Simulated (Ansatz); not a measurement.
# C3H9FTi: up Jacob's ladder to CCSD(T)

The task here is to estimate one member of a computed series from the others.

The runs use Ansatz 0.2.0, Gaussian basis; functionals in def2-TZVPP, the program's frozen cores in correlated methods.

Levels to be run: LDA (SPW92), PBE-D4, revPBE-D4, BLYP-D4, r2SCAN-D4, B97M-V, PBE0-D4, B3LYP-D4, r2SCANh-D4, r2SCAN0-D4, HSE06-D4, BHLYP-D4, CAM-B3LYP-D4, LC-ωPBE, ωB97X-V, ωB97M-V, B2PLYP, PBE-QIDH; CCSD(T)/def2-SVP; MP2/def2-TZVPP; MP2/def2-QZVPP; RPA on PBE.

### The geometry

All runs share one geometry, relaxed beforehand with PBE0-D4 in a triple-zeta def2 set.

SMILES `[CH3][Ti]([CH3])([CH3])[F]`, 14 atoms, charge 0, spin multiplicity 1.

Atoms are counted from 1 here; the program's logs count them from 0.

Bond lengths: C1–Ti2 2.057 Å, C1–H6 1.096 Å, C1–H7 1.096 Å, C1–H8 1.095 Å, Ti2–C3 2.057 Å, Ti2–C4 2.057 Å, Ti2–F5 1.761 Å, C3–H9 1.095 Å, C3–H10 1.096 Å, C3–H11 1.096 Å, C4–H12 1.096 Å, C4–H13 1.095 Å, C4–H14 1.096 Å. Angles: Ti2–C1–H6 109.3°, Ti2–C1–H7 109.7°, Ti2–C1–H8 111.2°, H6–C1–H7 108.8°, H6–C1–H8 109.1°, H7–C1–H8 108.8°, C1–Ti2–C3 107.7°, C1–Ti2–C4 107.7°, C1–Ti2–F5 111.2°, C3–Ti2–C4 107.7°, C3–Ti2–F5 111.2°, C4–Ti2–F5 111.2°, Ti2–C3–H9 111.1°, Ti2–C3–H10 109.3°, Ti2–C3–H11 109.7°, H9–C3–H10 109.1°, H9–C3–H11 108.8°, H10–C3–H11 108.8° and more.

The first run:

File in.yaml:

```yaml
crystal:
  periodic: [false, false, false]
  atoms:
    - {symbol: C, position_ang: [-1.584972, 1.088356, -0.028030]}
    - {symbol: Ti, position_ang: [0.306815, 0.357022, -0.370151]}
    - {symbol: C, position_ang: [1.252000, 0.188339, 1.448905]}
    - {symbol: C, position_ang: [0.113797, -1.535298, -1.152956]}
    - {symbol: F, position_ang: [1.207451, 1.407199, -1.460133]}
    - {symbol: H, position_ang: [-2.201292, 0.301829, 0.422147]}
    - {symbol: H, position_ang: [-1.533267, 1.936249, 0.664254]}
    - {symbol: H, position_ang: [-2.054260, 1.421092, -0.959247]}
    - {symbol: H, position_ang: [1.590216, 1.164685, 1.810044]}
    - {symbol: H, position_ang: [0.557405, -0.242207, 2.179132]}
    - {symbol: H, position_ang: [2.120132, -0.473535, 1.354189]}
    - {symbol: H, position_ang: [-0.209959, -2.222583, -0.363185]}
    - {symbol: H, position_ang: [1.062802, -1.889317, -1.567746]}
    - {symbol: H, position_ang: [-0.639769, -1.531030, -1.948420]}
basis:
  gaussian: {orbitals: def2-TZVPP}
hamiltonian: {xc: lda}
output: {orbitals: {seedname: orbitals}}
```

Started as:

```sh
ansatz run in.yaml --threads 4 --pin off --events-out ev --progress --plain --max-ram 11315MiB
```

Steps of the session up to this table: LDA; PBE-D4 (GGA); revPBE-D4 (GGA); BLYP-D4 (GGA); r2SCAN-D4 (meta-GGA); B97M-V (meta-GGA); B3LYP-D4 (hybrid); r2SCANh-D4 (hybrid); r2SCAN0-D4 (hybrid); HSE06-D4 (hybrid); BHLYP-D4 (hybrid); CAM-B3LYP-D4 (range-separated); LC-ωPBE (range-separated); ωB97X-V (range-separated); ωB97M-V (range-separated); B2PLYP (double hybrid); PBE-QIDH (double hybrid).

One table of the session follows, with a row left open; its other results are not shown here.

It belongs to the step «Frontier levels by functional». 

| functional | HOMO (eV) | LUMO (eV) | gap (eV) |
| --- | --- | --- | --- |
| LDA (SPW92) | -6.60 | -3.22 | 3.38 |
| PBE-D4 | -6.48 | -2.94 | 3.54 |
| revPBE-D4 | -6.43 | -2.84 | 3.59 |
| BLYP-D4 | -6.37 | -2.83 | 3.54 |
| r2SCAN-D4 | ? | ? | ? |
| B97M-V | -6.90 | -2.64 | 4.25 |
| PBE0-D4 | -7.91 | -1.68 | 6.23 |
| B3LYP-D4 | -7.68 | -2.00 | 5.68 |
| r2SCANh-D4 | -7.32 | -2.24 | 5.08 |
| r2SCAN0-D4 | -8.11 | -1.54 | 6.57 |
| HSE06-D4 | -7.50 | -2.07 | 5.43 |
| BHLYP-D4 | -9.23 | -0.32 | 8.92 |
| CAM-B3LYP-D4 | -9.37 | -0.51 | 8.86 |
| LC-ωPBE | -10.79 | 0.69 | 11.48 |
| ωB97X-V | -10.42 | 0.66 | 11.07 |
| ωB97M-V | -10.30 | 0.62 | 10.92 |

Estimate the missing values for r2SCAN-D4.

Worked estimate for «HOMO (eV)». Against the share of exact exchange, r2SCANh-D4 (0.1, -7.32), r2SCAN0-D4 (0.25, -8.11) give a slope of -5.27 per unit share; at 0 the line stands at -6.79.

The run gave: HOMO (eV): -6.79; LUMO (eV): -2.71; gap (eV): 4.08. In «HOMO (eV)» the line misses by 0.00.
